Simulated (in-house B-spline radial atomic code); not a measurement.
# Ta²⁺: a fraction of an electron removed from 5d, part 2 of 2

The exact energy is linear between whole electron numbers. How far does AM05 stray from that for Ta²⁺, with charge removed from 5d step by step?

Calculated with an in-house B-spline radial atomic code; scalar-relativistic (X2C) AM05, spin-polarised. The exact energy is linear between whole electron numbers. How far does AM05 stray from that for Ta²⁺, with charge removed from 5d step by step? Earlier steps stand in the parts before.

**8. 0.59 electron removed from 5d**

Input settings:

```ini
Z = 73
electrons = 70.41
configuration = [Xe] 4f14 5d2.41
hamiltonian = x2c
method = am05
spin_polarised = True
nucleus = fermi
rms_radius = 5.3507
mass_number = 181
atomic_mass = 180.947998528
speed_of_light = 137.035999084
```

Results of the run:

```text
{
  "status": "converged",
  "iterations": 10,
  "energy [hartree]": {"total": -15594.4825104, "kinetic": 17508.6688756, "nuclear": -38861.2500883, "coulomb": 6068.56959787, "xc": -310.470895575},
  "orbitals [hartree, bohr; first row names the columns]": [
    ["name", "occ", "eps", "<r>"],
    ["1s up", 1.0, -2466.105, 0.017883],
    ["1s down", 1.0, -2466.1052, 0.017883],
    ["2s up", 1.0, -424.42227, 0.078224],
    ["2s down", 1.0, -424.41849, 0.078224],
    ["2p up", 3.0, -373.41802, 0.070038],
    ["2p down", 3.0, -373.415, 0.070038],
    ["3s up", 1.0, -97.87207, 0.20451],
    ["3s down", 1.0, -97.870941, 0.20451],
    ["3p up", 3.0, -82.615879, 0.20426],
    ["3p down", 3.0, -82.614621, 0.20426],
    ["3d up", 5.0, -64.206558, 0.18564],
    ["3d down", 5.0, -64.204162, 0.18564],
    ["4s up", 1.0, -20.594716, 0.45914],
    ["4s down", 1.0, -20.591906, 0.45914],
    ["4p up", 3.0, -15.560762, 0.48723],
    ["4p down", 3.0, -15.558065, 0.48721],
    ["4d up", 5.0, -8.9712113, 0.52363],
    ["4d down", 5.0, -8.9678186, 0.52349],
    ["5s up", 1.0, -3.5239272, 1.102],
    ["5s down", 1.0, -3.4870517, 1.0959],
    ["5p up", 3.0, -2.3032443, 1.2865],
    ["5p down", 3.0, -2.251852, 1.276],
    ["4f up", 7.0, -1.74944, 0.64036],
    ["4f down", 7.0, -1.7403508, 0.63602],
    ["5d up", 2.41, -0.93005331, 1.8841]
  ],
  "sum_r [bohr^k]": {"-1": 550.116, "1": 36.54153, "2": 37.16208},
  "energy_minus_base [hartree]": 0.481305974
}
```

It took 0.47 s on 1 thread, shared host.

**9. 0.73 electron removed from 5d**

Changes to the settings of step 8:

```diff
@@ -1,4 +1,4 @@
 Z = 73
-electrons = 70.41
-configuration = [Xe] 4f14 5d2.41
+electrons = 70.27
+configuration = [Xe] 4f14 5d2.27
 hamiltonian = x2c
```

Results of the run:

```text
{
  "status": "converged",
  "iterations": 10,
  "energy [hartree]": {"total": -15594.348401, "kinetic": 17508.5455823, "nuclear": -38856.3672293, "coulomb": 6063.88450484, "xc": -310.411258754},
  "orbitals [hartree, bohr; first row names the columns]": [
    ["name", "occ", "eps", "<r>"],
    ["1s up", 1.0, -2466.172, 0.017883],
    ["1s down", 1.0, -2466.1723, 0.017883],
    ["2s up", 1.0, -424.48955, 0.078224],
    ["2s down", 1.0, -424.48592, 0.078224],
    ["2p up", 3.0, -373.48533, 0.070038],
    ["2p down", 3.0, -373.48242, 0.070038],
    ["3s up", 1.0, -97.938905, 0.20451],
    ["3s down", 1.0, -97.937811, 0.20451],
    ["3p up", 3.0, -82.682716, 0.20426],
    ["3p down", 3.0, -82.681498, 0.20426],
    ["3d up", 5.0, -64.273463, 0.18564],
    ["3d down", 5.0, -64.27115, 0.18564],
    ["4s up", 1.0, -20.661493, 0.45914],
    ["4s down", 1.0, -20.658778, 0.45915],
    ["4p up", 3.0, -15.62757, 0.48723],
    ["4p down", 3.0, -15.624963, 0.48721],
    ["4d up", 5.0, -9.0380521, 0.52363],
    ["4d down", 5.0, -9.0347737, 0.5235],
    ["5s up", 1.0, -3.589319, 1.1013],
    ["5s down", 1.0, -3.5538005, 1.0955],
    ["5p up", 3.0, -2.3668303, 1.2843],
    ["5p down", 3.0, -2.3174152, 1.2744],
    ["4f up", 7.0, -1.8160051, 0.63997],
    ["4f down", 7.0, -1.8072515, 0.63584],
    ["5d up", 2.27, -0.98592706, 1.8657]
  ],
  "sum_r [bohr^k]": {"-1": 550.0491, "1": 36.21937, "2": 36.33566},
  "energy_minus_base [hartree]": 0.615415388
}
```

It took 0.46 s on 1 thread, shared host.

**10. 0.8 electron removed from 5d**

Changes to the settings of step 9:

```diff
@@ -1,4 +1,4 @@
 Z = 73
-electrons = 70.27
-configuration = [Xe] 4f14 5d2.27
+electrons = 70.2
+configuration = [Xe] 4f14 5d2.2
 hamiltonian = x2c
```

Results of the run:

```text
{
  "status": "converged",
  "iterations": 10,
  "energy [hartree]": {"total": -15594.2783991, "kinetic": 17508.4811596, "nuclear": -38853.8939732, "coulomb": 6061.51545124, "xc": -310.381036773},
  "orbitals [hartree, bohr; first row names the columns]": [
    ["name", "occ", "eps", "<r>"],
    ["1s up", 1.0, -2466.206, 0.017883],
    ["1s down", 1.0, -2466.2062, 0.017883],
    ["2s up", 1.0, -424.52364, 0.078224],
    ["2s down", 1.0, -424.52007, 0.078224],
    ["2p up", 3.0, -373.51943, 0.070038],
    ["2p down", 3.0, -373.51657, 0.070038],
    ["3s up", 1.0, -97.97275, 0.20451],
    ["3s down", 1.0, -97.971675, 0.20451],
    ["3p up", 3.0, -82.716562, 0.20426],
    ["3p down", 3.0, -82.715366, 0.20426],
    ["3d up", 5.0, -64.307345, 0.18564],
    ["3d down", 5.0, -64.305076, 0.18564],
    ["4s up", 1.0, -20.695304, 0.45914],
    ["4s down", 1.0, -20.692639, 0.45915],
    ["4p up", 3.0, -15.661397, 0.48723],
    ["4p down", 3.0, -15.658838, 0.48722],
    ["4d up", 5.0, -9.0718957, 0.52363],
    ["4d down", 5.0, -9.0686781, 0.5235],
    ["5s up", 1.0, -3.6223887, 1.1009],
    ["5s down", 1.0, -3.5875815, 1.0952],
    ["5p up", 3.0, -2.3989636, 1.2832],
    ["5p down", 3.0, -2.3505794, 1.2736],
    ["4f up", 7.0, -1.8497021, 0.63978],
    ["4f down", 7.0, -1.8411246, 0.63575],
    ["5d up", 2.2, -1.0141677, 1.8567]
  ],
  "sum_r [bohr^k]": {"-1": 550.0152, "1": 36.0606, "2": 35.93495},
  "energy_minus_base [hartree]": 0.685417235
}
```

It took 0.4 s on 1 thread, shared host.

**11. 0.97 electron removed from 5d**

Changes to the settings of step 10:

```diff
@@ -1,4 +1,4 @@
 Z = 73
-electrons = 70.2
-configuration = [Xe] 4f14 5d2.2
+electrons = 70.03
+configuration = [Xe] 4f14 5d2.03
 hamiltonian = x2c
```

Results of the run:

```text
{
  "status": "converged",
  "iterations": 10,
  "energy [hartree]": {"total": -15594.1001079, "kinetic": 17508.316884, "nuclear": -38847.8013489, "coulomb": 6055.69093226, "xc": -310.306575191},
  "orbitals [hartree, bohr; first row names the columns]": [
    ["name", "occ", "eps", "<r>"],
    ["1s up", 1.0, -2466.2897, 0.017883],
    ["1s down", 1.0, -2466.2899, 0.017883],
    ["2s up", 1.0, -424.60762, 0.078224],
    ["2s down", 1.0, -424.60424, 0.078224],
    ["2p up", 3.0, -373.60343, 0.070038],
    ["2p down", 3.0, -373.60073, 0.070038],
    ["3s up", 1.0, -98.056102, 0.20451],
    ["3s down", 1.0, -98.055076, 0.20451],
    ["3p up", 3.0, -82.799917, 0.20426],
    ["3p down", 3.0, -82.798776, 0.20426],
    ["3d up", 5.0, -64.390793, 0.18564],
    ["3d down", 5.0, -64.388636, 0.18564],
    ["4s up", 1.0, -20.77856, 0.45914],
    ["4s down", 1.0, -20.776025, 0.45915],
    ["4p up", 3.0, -15.744692, 0.48723],
    ["4p down", 3.0, -15.742258, 0.48722],
    ["4d up", 5.0, -9.1552295, 0.52364],
    ["4d down", 5.0, -9.1521697, 0.52351],
    ["5s up", 1.0, -3.7037026, 1.0999],
    ["5s down", 1.0, -3.6707148, 1.0946],
    ["5p up", 3.0, -2.4779106, 1.2804],
    ["5p down", 3.0, -2.432149, 1.2715],
    ["4f up", 7.0, -1.932655, 0.63928],
    ["4f down", 7.0, -1.924529, 0.63551],
    ["5d up", 2.03, -1.083566, 1.8357]
  ],
  "sum_r [bohr^k]": {"-1": 549.9318, "1": 35.68109, "2": 34.99398},
  "energy_minus_base [hartree]": 0.863708486
}
```

Wall time 0.42 s (1 thread, shared host).

**12. 1 electron removed from 5d**

Changes to the settings of step 11:

```diff
@@ -1,4 +1,4 @@
 Z = 73
-electrons = 70.03
-configuration = [Xe] 4f14 5d2.03
+electrons = 70.0
+configuration = [Xe] 4f14 5d2
 hamiltonian = x2c
```

Results of the run:

```text
{
  "status": "converged",
  "iterations": 10,
  "energy [hartree]": {"total": -15594.0674154, "kinetic": 17508.2867332, "nuclear": -38846.7137307, "coulomb": 6054.65286604, "xc": -310.293283864},
  "orbitals [hartree, bohr; first row names the columns]": [
    ["name", "occ", "eps", "<r>"],
    ["1s up", 1.0, -2466.3047, 0.017883],
    ["1s down", 1.0, -2466.3049, 0.017883],
    ["2s up", 1.0, -424.62261, 0.078224],
    ["2s down", 1.0, -424.61926, 0.078224],
    ["2p up", 3.0, -373.61843, 0.070038],
    ["2p down", 3.0, -373.61575, 0.070038],
    ["3s up", 1.0, -98.070978, 0.20451],
    ["3s down", 1.0, -98.069962, 0.20451],
    ["3p up", 3.0, -82.814794, 0.20426],
    ["3p down", 3.0, -82.813664, 0.20426],
    ["3d up", 5.0, -64.405686, 0.18564],
    ["3d down", 5.0, -64.403551, 0.18564],
    ["4s up", 1.0, -20.793417, 0.45914],
    ["4s down", 1.0, -20.790907, 0.45915],
    ["4p up", 3.0, -15.759556, 0.48723],
    ["4p down", 3.0, -15.757145, 0.48722],
    ["4d up", 5.0, -9.1701002, 0.52364],
    ["4d down", 5.0, -9.1670698, 0.52351],
    ["5s up", 1.0, -3.7181958, 1.0998],
    ["5s down", 1.0, -3.6855427, 1.0945],
    ["5p up", 3.0, -2.4919726, 1.2799],
    ["5p down", 3.0, -2.4466914, 1.2711],
    ["4f up", 7.0, -1.9474548, 0.63919],
    ["4f down", 7.0, -1.939412, 0.63547],
    ["5d up", 2.0, -1.0959295, 1.8321]
  ],
  "sum_r [bohr^k]": {"-1": 549.9169, "1": 35.61497, "2": 34.83241},
  "energy_minus_base [hartree]": 0.896400999
}
```

It took 0.43 s on 1 thread, shared host.

**13. The energy along the path**

What follows sums up all 2 parts.

| fraction | energy change (eV) | less the straight line (eV) | level 5d up (eV) | sum of <r²> (bohr²) |
| --- | --- | --- | --- | --- |
| 0 | 0.0000 | 0.0000 | -19.162 | 41.081 |
| 0.03 | 0.5794 | -0.1524 | -19.463 | 40.861 |
| 0.2 | 4.0349 | -0.8436 | -21.196 | 39.664 |
| 0.33 | 6.8778 | -1.1717 | -22.546 | 38.794 |
| 0.38 | 8.0182 | -1.2509 | -23.070 | 38.470 |
| 0.5 | 10.8628 | -1.3334 | -24.343 | 37.712 |
| 0.59 | 13.0970 | -1.2945 | -25.308 | 37.162 |
| 0.73 | 16.7463 | -1.0601 | -26.828 | 36.336 |
| 0.8 | 18.6512 | -0.8627 | -27.597 | 35.935 |
| 0.97 | 23.5027 | -0.1578 | -29.485 | 34.994 |
| 1 | 24.3923 | 0.0000 | -29.822 | 34.832 |

From fraction 0 to 1 the energy changes by 24.392 eV. It sags under the straight line by up to 1.33 eV (at 0.5); exact theory is straight between whole electron numbers, so this convex bend is an error (delocalisation) that favours fractional charges. Slater's transition state, the slope from the orbital energy at fraction 0.5 (Janak's theorem), gives 24.343 eV for the whole step. The tabulated ionisation energy is 23.1 ± 1.6 eV (tabulated theoretical; NIST Atomic Spectra Database), so the whole step is off by +1.29 eV, and minus the highest level at fraction 0 (19.162 eV) by -3.94 eV. Spin-orbit coupling is left out. Open shells are averaged (over orientations, and over spins where the run is restricted), while tables refer to the lowest levels.
